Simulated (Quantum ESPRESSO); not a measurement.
Crystal: WAu.

```
W Au
1.0
     0.00000    2.74798    2.74798
     2.74798    0.00000    2.74798
     2.74798    2.74798    0.00000
W Au
1 1
Direct
  0.00000 0.00000 0.00000
  0.75000 0.75000 0.75000
```

The cell was built by a generator and needn't be a form met in nature.

```yaml
Program: Quantum ESPRESSO 7.5
Task: phonons
Functional: RPBE
Potentials_or_basis: JTH 2.0 PBE
Cutoff: 707 eV
Density_cutoff: 4245 eV
k_mesh: 8 × 8 × 8
Occupations: methfessel-paxton, width 0.136 eV
Spin: no spin polarisation
Mixing_beta: 0.5
Most_SCF_iterations: 120
SCF_threshold: 4e-10 Ry
```

The cell and the atoms were relaxed first, to 25.06 Å³/atom (a = 4.139 Å, b = 4.139 Å, c = 4.139 Å, α = 60.00°, β = 60.00°, γ = 60.00°), and the response was taken there.

At Γ the optical frequencies are 183 183 183 cm⁻¹, at a pressure of 0.3 GPa.

Task: How do the modes respond when the cell is scaled evenly, at fixed shape?

Result: The highest mode has a Grüneisen parameter of 1.90 and moves by +2.9 cm⁻¹ per GPa. None of the listed modes softens on compression. The pressures give a bulk modulus of about 119 GPa.

Frequencies at 99 % and 101 % of the volume (pressures 1.5 and -0.9 GPa), ions relaxed:
```
mode  99 % (cm⁻¹)  101 % (cm⁻¹)  Grüneisen parameter
   4        186.3         179.3                 1.90
   5        186.3         179.3                 1.90
   6        186.3         179.3                 1.90
```

Modes are matched by their order; those that don't vary smoothly over the three volumes are left out.

Caveat: the potentials were made for another functional, which shifts forces and pressure; the volume moved by over 15 % at a fixed basis, so the end points are rough.
